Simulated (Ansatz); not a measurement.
# GeH2O (singlet): PBE, r2SCAN, PBE0, B3LYP, wB97M-V, B2PLYP, RPA-PBE over vertical spin and charge gaps, cc-pVDZ

Aim: run GeH2O (singlet) with these functionals over vertical spin and charge gaps, and hold them against the top wave-function level at the same points.

Method: cc-pVDZ, all electrons in the functionals, frozen cores in the correlation of double hybrids and RPA; program: Ansatz 0.2.0, Gaussian basis.

To be run: PBE, r2SCAN, PBE0, B3LYP, wB97M-V, B2PLYP, RPA-PBE, at charge 0, singlet; charge 0, triplet; charge 1, doublet.

7 further runs of the same task are left out: 3 for a known fault of the program, 4 set aside as unsound or not needed.

## Step 1: What is computed

The geometry is a PBE0/def2-TZVP stationary point (not a proven minimum). No spin-orbit coupling is included. The filled d shell of Ge may be among the frozen orbitals whatever the setting's name suggests; the logs give the count.

4 atoms, charge 0, spin multiplicity 1.

Atoms are counted from 1 here; the program's logs count them from 0.

Bond lengths: Ge1–O2 1.632 Å, Ge1–H3 1.542 Å, Ge1–H4 1.542 Å. Angles: O2–Ge1–H3 123.4°, O2–Ge1–H4 123.4°, H3–Ge1–H4 113.2°.

No dispersion term is added; wB97M-V holds VV10 nonlocal correlation. B3LYP takes the VWN-RPA correlation.

The geometry shown and the zero of energy belong to the point charge 0, singlet. The yardstick, UCCSDT(Q), and other wave-function levels (R restricted, U unrestricted, valence and pair active spaces) come from earlier runs.

## Step 2: PBE, charge 0, singlet

Input file in.yaml:

```yaml
crystal:
  periodic: [false, false, false]
  atoms:
    - {symbol: Ge, position_ang: [0.000000, 0.000000, 0.269193]}
    - {symbol: O, position_ang: [0.000000, 0.000000, -1.363087]}
    - {symbol: H, position_ang: [0.000000, 1.286605, 1.118308]}
    - {symbol: H, position_ang: [0.000000, -1.286605, 1.118308]}
basis:
  gaussian: {orbitals: cc-pVDZ}
magnetization: {spin_polarized: true, initial_magnetization: 0}
hamiltonian: {xc: {name: PBE}}
output: {orbitals: {seedname: orbitals}}
```

Run with:

```sh
ansatz run in.yaml --threads 1 --pin off --events-out ev --progress --plain --max-ram 4096MiB --backend cpu
```

After this run come: PBE, charge 0, triplet; PBE, charge 1, doublet; r2SCAN, charge 0, singlet; r2SCAN, charge 0, triplet; r2SCAN, charge 1, doublet; PBE0, charge 0, singlet; PBE0, charge 0, triplet; PBE0, charge 1, doublet; B3LYP, charge 0, singlet; B3LYP, charge 0, triplet; B3LYP, charge 1, doublet; wB97M-V, charge 0, singlet; wB97M-V, charge 0, triplet; wB97M-V, charge 1, doublet; B2PLYP, charge 0, singlet; B2PLYP, charge 0, triplet; B2PLYP, charge 1, doublet; RPA-PBE, charge 0, singlet; RPA-PBE, charge 0, triplet; RPA-PBE, charge 1, doublet.

**Question.** What will the summary of the whole plan be? Wanted: singlet to triplet, UCCSDT(Q); ionisation to the doublet cation, UCCSDT(Q); largest miss, PBE; largest miss, r2SCAN; largest miss, PBE0; largest miss, B3LYP; largest miss, wB97M-V; largest miss, B2PLYP; largest miss, RPA-PBE.

**Answer**, as computed:

| quantity | value |
| --- | --- |
| singlet to triplet, UCCSDT(Q) | 314.9 kJ/mol |
| ionisation to the doublet cation, UCCSDT(Q) | 951.1 kJ/mol |
| largest miss, PBE | +13.5 kJ/mol (ionisation to the doublet cation) |
| largest miss, r2SCAN | -37.8 kJ/mol (singlet to triplet) |
| largest miss, PBE0 | -35.3 kJ/mol (singlet to triplet) |
| largest miss, B3LYP | -23.4 kJ/mol (singlet to triplet) |
| largest miss, wB97M-V | -21.2 kJ/mol (singlet to triplet) |
| largest miss, B2PLYP | +17.8 kJ/mol (ionisation to the doublet cation) |
| largest miss, RPA-PBE | +13.2 kJ/mol (ionisation to the doublet cation) |
| largest miss, RCCSD(T) | -1.9 kJ/mol (singlet to triplet) |
| largest miss, UCCSD(T) | -2.0 kJ/mol (singlet to triplet) |

What this shows: Of the functionals, RPA-PBE keep the smallest largest miss at the points compared (at most 13.2 kJ/mol) and r2SCAN strays most (37.8 kJ/mol, at singlet to triplet). Functionals and the yardstick converge differently with the basis, so part of each miss in cc-pVDZ is the basis.
